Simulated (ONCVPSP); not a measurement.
# Pseudopotential generation for F: ONCV, PBE

Aim: build the potential from the settings below, then test how well it stands in for the atom: other configurations, scattering, ghost states and the plane-wave cutoff that it needs.

The numbers are computed with ONCVPSP 4.0.1 (PBE, scalar-relativistic, spin-unpolarised reference atom).

### Step 1. The design

Typed settings, in words:

```
element                 : fluorine (F, Z = 9)
type                    : optimised norm-conserving Vanderbilt (ONCV)
frozen core             : [He]
valence charge          : 7
reference configuration : 2s2 2p5
partial waves           : 2s: rc 0.75 bohr, ncon 4, nbas 7, qcut 7.2 1/bohr, 2 projectors, debl 1.9 Ha; 2p: rc 1.55 bohr, ncon 5, nbas 10, qcut 9.7 1/bohr, 3 projectors, debl 1.6 Ha; d scattering state at 0.14 Ha: rc 1.15 bohr, ncon 5, nbas 9, qcut 8 1/bohr, 2 projectors, debl 3 Ha
local potential         : polynomial inside 0.50 bohr (lpopt 5, dvloc0 4 Ha)
core correction         : polynomial model core, fcfact 0.5
```

The nodes and maxima of the atom's own shells, from an earlier all-electron run, set the scale for the radii.

All-electron outer shells of the reference configuration (PBE, scalar-relativistic, ld1.x):

```csv
shell,level (eV),outermost node (bohr),outermost maximum (bohr)
1s,-663.37,–,0.11
2s,-29.90,0.24,0.76
2p,-11.11,–,0.71
```

### Step 2. Generating the potential

File F.dat:

```
# ATOM AND REFERENCE CONFIGURATION
# atsym  z   nc   nv     iexc    psfile
  F 9.00    1    2        4      upf
#
#   n    l    f
    1    0    2.00
    2    0    2.00
    2    1    5.00
#
# PSEUDOPOTENTIAL AND OPTIMIZATION
# lmax
    2
#
#   l,   rc,      ep,       ncon, nbas, qcut
    0    0.75    0.00    4    7    7.20
    1    1.55    0.00    5   10    9.70
    2    1.15    0.14    5    9    8.00
#
# LOCAL POTENTIAL
# lloc, lpopt,  rc(5),   dvloc0
    4    5    0.50    4.00
#
# VANDERBILT-KLEINMAN-BYLANDER PROJECTORs
# l, nproj, debl
    0    2    1.90
    1    3    1.60
    2    2    3.00
#
# MODEL CORE CHARGE
# icmod, fcfact, rcfact
    1    0.50    0.00
#
# LOG DERIVATIVE ANALYSIS
# epsh1, epsh2, depsh
   -3.00    5.00    0.02
#
# OUTPUT GRID
# rlmax, drl
    6.00    0.01
#
# TEST CONFIGURATIONS
# ncnf
    4
# nvcnf
#   n    l    f
    2
    2    0    2.00
    2    1    4.00
#
    2
    2    0    2.00
    2    1    3.00
#
    2
    2    0    2.00
    2    1    2.00
#
    2
    2    0    1.00
    2    1    6.00
#
```

Command:

```
$ oncvpsp.x < F.dat > F.out
```

**Question.** What will these runs give? Wanted: cutoffs for 1 and 0.1 mHa per electron, occupied waves; bound ghosts; GHOST(+) flags; largest test error; largest phase difference near zero energy, channels read; rms error of d²Exc/dn², without and with the model core.

**Answer**, as computed:

| quantity | value |
| --- | --- |
| cutoffs for 1 and 0.1 mHa per electron, occupied waves | 179 Ha and 220 Ha |
| bound ghosts | none found |
| GHOST(+) flags | none at low energy (1 near or above the test basis's cutoff) |
| largest test error (AE − PS) | +1064 meV, for 2s2 2p2 |
| largest phase difference near zero energy, channels read | 0.000 rad |
| rms error of d²Exc/dn², without and with the model core | 1.53 and 1.91 mHa |

**Reading.** By total energies transferability is poor: the largest error is 1064 meV on 118.4 eV, for 2s2 2p2. That test lies far up in energy; among those under 40 eV, nearer to bonding, the largest error is 36 meV. It counts as very hard, with 179 Ha needed at the looser tolerance. At the looser tolerance the 2s wave is the slowest; 2p needs 34 Ha. It is free of bound ghosts as far as tested. Near zero energy the phases of the channels with partial waves agree within 0.001 rad.
